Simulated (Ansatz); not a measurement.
Below is the output of a Python script on the Ansatz DFT code, driven from Python that makes an all-electron equation of state of Pt, space group P6_3/mmc. Write a script that gives it. Settings (first run): LDA, LAPW, the default cutoff (336 eV here), 12×12×6 k-points, Fermi-Dirac smearing of 0.1 eV.

```
CELL_PARAMETERS angstrom
2.76067 0.00000 0.00000
-1.38033 2.39081 0.00000
0.00000 0.00000 4.79213
ATOMIC_POSITIONS crystal
Pt 0.66667 0.33333 0.75000
Pt 0.33333 0.66667 0.25000
```

```console
$ python eos_lapw.py
0.920   14.5494 A^3/atom    -500679.43676 eV/atom  (estimated basis error 0.06 meV/atom)
0.960   15.1820 A^3/atom    -500679.43891 eV/atom  (estimated basis error 0.06 meV/atom)
1.000   15.8146 A^3/atom    -500679.39645 eV/atom  (estimated basis error 0.06 meV/atom)
1.040   16.4472 A^3/atom    -500679.32007 eV/atom  (estimated basis error 0.06 meV/atom)
1.080   17.0797 A^3/atom    -500679.21811 eV/atom  (estimated basis error 0.06 meV/atom)
V0 = 14.8854 A^3/atom, B0 = 300.5 GPa
```

One script that gives this output:

`eos_lapw.py`
```python
"""All-electron equation of state of Pt."""

import ansatz
from ase.eos import EquationOfState
from ase.units import GPa
import numpy as np

vectors0 = np.array([
    [2.760666, 0.0, 0.0],
    [-1.380333, 2.390807, 0.0],
    [0.0, 0.0, 4.792134],
])
sites = [
    ("Pt", (2 / 3, 1 / 3, 0.75)),
    ("Pt", (1 / 3, 2 / 3, 0.25)),
]


def build(cell):
    crystal = ansatz.Crystal(lattice=ansatz.Lattice.of(cell))
    for symbol, position in sites:
        crystal = crystal.atom(symbol, position)
    return crystal

volumes, energies = [], []
for scale in np.linspace(0.92, 1.08, 5):
    cell = vectors0 * scale ** (1 / 3)
    job = build(cell).calculation()
    job = job.functional(ansatz.Functional.LDA)
    job = job.occupations("fermi_dirac")
    job = job.kpoints(12, 12, 6).pseudopotentials("all_electron", lapw=True)
    r = job.run().report
    volumes.append(abs(np.linalg.det(cell)) / len(sites))
    energies.append(r["free_energy_ev"] / len(sites))
    print(f"{scale:.3f} {volumes[-1]:9.4f} A^3/atom {energies[-1]:16.5f} eV/atom  (estimated basis error {1000 * r['lapw_basis_errors']['total_ev_per_atom']:.2f} meV/atom)")
v0, e0, bulk = EquationOfState(volumes, energies, eos="birchmurnaghan").fit()
print(f"V0 = {v0:.4f} A^3/atom, B0 = {bulk / GPa:.1f} GPa")
```

A third-order Birch-Murnaghan fit through the 5 points has its minimum at 14.89 Å³ an atom, 5.9 % below the typed cell, with a bulk modulus of 301 GPa and dB/dP = 5.4. From that minimum the energy rises by 7.5 meV an atom on the compressed side and 226.1 meV on the expanded side. The window is off centre, so dB/dP is rough.

All-electron totals depend on functional, relativistic treatment and basis; only differences at equal settings carry meaning. The run is spin-unpolarised. Shape and fractional positions are held along the curve, so the bulk modulus is an upper value where they are free to relax, by a factor of two or more in layered or hydrogen-bonded cells. For a metal this k-point mesh is coarse: on a finer one energies can move by several to tens of meV an atom and pressures by half a GPa or more, differences at one mesh by less. Spin-orbit coupling, which matters for elements this heavy, is left out. This isn't the structure that Pt takes at ambient conditions. It ran for 3.5 min on 1 thread of Intel(R) Xeon(R) Processor @ 2.30GHz, with other jobs on the host, peak memory 0.7 GiB.
